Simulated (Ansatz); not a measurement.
# CH8BFSi2: how energies converge with the basis set

One table from this session's results is given with a row withheld; the runs are named, their logs left out.

The runs use Ansatz 0.2.0, Gaussian basis; one geometry, several basis sets.

Levels to be run: PBE0-D4/def2-SVP; ωB97M-V/def2-SVP; PBE0-D4/def2-QZVPP; ωB97M-V/def2-QZVPP; the functionals' def2-TZVPP values are taken from earlier runs.

## The geometry

All runs share one geometry, relaxed beforehand with PBE0-D4 in a triple-zeta def2 set.

SMILES `C[SiH](F)B[SiH3]`, 13 atoms, charge 0, spin multiplicity 1.

Atoms are counted from 1 here; the program's logs count them from 0.

Bond lengths: C1–Si2 1.866 Å, C1–H6 1.092 Å, C1–H7 1.093 Å, C1–H8 1.093 Å, Si2–F3 1.612 Å, Si2–B4 2.001 Å, Si2–H9 1.493 Å, B4–Si5 2.004 Å, B4–H10 1.199 Å, Si5–H11 1.488 Å, Si5–H12 1.488 Å, Si5–H13 1.496 Å. Angles: Si2–C1–H6 111.5°, Si2–C1–H7 110.3°, Si2–C1–H8 110.1°, H6–C1–H7 108.3°, H6–C1–H8 108.2°, H7–C1–H8 108.3°, C1–Si2–F3 107.9°, C1–Si2–B4 111.8°, C1–Si2–H9 110.2°, F3–Si2–B4 111.4°, F3–Si2–H9 106.0°, B4–Si2–H9 109.3°, Si2–B4–Si5 124.2°, Si2–B4–H10 116.4°, Si5–B4–H10 119.3°, B4–Si5–H11 114.8°, B4–Si5–H12 112.9°, B4–Si5–H13 104.2° and more.

The first run:

in.yaml

```yaml
crystal:
  periodic: [false, false, false]
  atoms:
    - {symbol: C, position_ang: [-2.086842, 0.566200, 0.922157]}
    - {symbol: Si, position_ang: [-0.224491, 0.502059, 1.019950]}
    - {symbol: F, position_ang: [0.180421, -0.767216, 1.927806]}
    - {symbol: B, position_ang: [0.613232, 0.398875, -0.794820]}
    - {symbol: Si, position_ang: [1.788216, -1.104411, -1.407839]}
    - {symbol: H, position_ang: [-2.490325, -0.303872, 0.399649]}
    - {symbol: H, position_ang: [-2.407778, 1.465237, 0.390018]}
    - {symbol: H, position_ang: [-2.515825, 0.589891, 1.926749]}
    - {symbol: H, position_ang: [0.295294, 1.704108, 1.736042]}
    - {symbol: H, position_ang: [0.432022, 1.336148, -1.520533]}
    - {symbol: H, position_ang: [1.929786, -1.222619, -2.884743]}
    - {symbol: H, position_ang: [1.374629, -2.424008, -0.859593]}
    - {symbol: H, position_ang: [3.132060, -0.775195, -0.839944]}
basis:
  gaussian: {orbitals: def2-SVP}
hamiltonian: {xc: pbe0, dispersion: d4}
output: {orbitals: {seedname: orbitals}}
```

Among the steps run: PBE0-D4 in def2-SVP; ωB97M-V in def2-SVP; PBE0-D4 in def2-QZVPP; ωB97M-V in def2-QZVPP.

One table of the session follows, with a row left open; its other results are not shown here.

It belongs to the step «Functionals by basis». 

| functional | basis | HOMO (eV) | LUMO (eV) |
| --- | --- | --- | --- |
| PBE0-D4 | def2-SVP | -7.83 | -2.88 |
| PBE0-D4 | def2-TZVPP | -7.82 | -2.91 |
| PBE0-D4 | def2-QZVPP | ? | ? |
| ωB97M-V | def2-SVP | -9.91 | -0.85 |
| ωB97M-V | def2-TZVPP | -9.93 | -0.95 |
| ωB97M-V | def2-QZVPP | -9.94 | -0.98 |

Estimate the missing values for PBE0-D4, def2-QZVPP.

**Answer.** HOMO (eV): -7.83; LUMO (eV): -2.92.
